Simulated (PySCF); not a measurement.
# COSe: the cost of one run

Programs: PySCF 2.14.0, with routines of our own; each step states its level. All values are computed. Atoms count from 0.

## (1) The starting structure

3 atoms, charge 0, multiplicity 1; geometry from: GFN2-xTB.

## (2) Relaxing the molecule at PBE0-D3(BJ)/def2-SVP

Job settings and geometry (Å):

```
{"job": {"xc": "PBE0", "basis": "def2-SVP", "d3": "d3bj", "grid": 1, "kind": "geom"}, "charge": 0, "multiplicity": 1}
O     -1.142106     0.768361    -0.006480
C     -0.143980     0.188518    -0.004463
Se     1.297567    -0.649011    -0.001611
```

Command:

```console
$ OMP_NUM_THREADS=1 python excited_run.py task.json out
```

This one command runs all jobs of the session in turn.

**Question.** How long does this first job take on 1 thread of Intel Xeon 6975P-C, shared host, and how much memory does it need?

About 2.1 s, with a peak of 0.33 GiB.
